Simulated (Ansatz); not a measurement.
# K3W: the cost of one run

Method: DFT PBE, scalar-relativistic, plane waves, PAW, in Ansatz 0.2.0.

## 1. The starting structure

The structure is cubic, space group Fm-3m (No. 225). Conventional cell: a = 8.054 Å, b = 8.054 Å, c = 8.054 Å, α = 90.00°, β = 90.00°, γ = 90.00°. Around K (site symmetry -43m) lie 4 K at 3.49 Å and 4 W at 3.49 Å. K (site symmetry m-3m) is surrounded by 8 K at 3.49 Å. Around W (site symmetry m-3m) lie 8 K at 3.49 Å.

As a file:

```cif
data_structure
_symmetry_space_group_name_H-M 'P 1'
_symmetry_Int_Tables_number 1
_cell_length_a 5.6953
_cell_length_b 5.6953
_cell_length_c 5.6953
_cell_angle_alpha 60.000
_cell_angle_beta 60.000
_cell_angle_gamma 60.000
_cell_volume 130.63
loop_
_atom_site_label
_atom_site_type_symbol
_atom_site_fract_x
_atom_site_fract_y
_atom_site_fract_z
_atom_site_occupancy
K1 K 0.75000 0.75000 0.75000 1
K2 K 0.50000 0.50000 0.50000 1
K3 K 0.25000 0.25000 0.25000 1
W1 W 0.00000 0.00000 0.00000 1
```

Recipe of the guess: ordered superstructure of bcc (Fm-3m, No. 225). The dimensions are guesses.

## 2. Probe: one point on a coarse mesh

input.yaml

```yaml
crystal:
  lattice:
    - [0.0, 4.02716767, 4.02716767]
    - [4.02716767, 0.0, 4.02716767]
    - [4.02716767, 4.02716767, 0.0]
  atoms:
    - { symbol: K, position: [0.75, 0.75, 0.75] }
    - { symbol: K, position: [0.5, 0.5, 0.5] }
    - { symbol: K, position: [0.25, 0.25, 0.25] }
    - { symbol: W, position: [0.0, 0.0, 0.0] }
basis:
  ecutwfc: 420
kpoints:
  mp_grid: { grid: [4, 4, 4] }
hamiltonian:
  xc: pbe
scf:
  occupations: { method: gaussian, width: 0.1 }
  lower_state_search: "off"
output:
  forces: true
  stress: true
  eigenvalues: true
```

Started as:

```bash
ansatz run input.yaml --threads 1 --pin off --max-ram 2048MiB --backend cpu --events-out ev --progress --plain --runs-dir out
```

What time and memory should one allow on 1 thread of Arm Neoverse N1, shared host?

About 3.4 s, with a peak of 0.34 GiB.
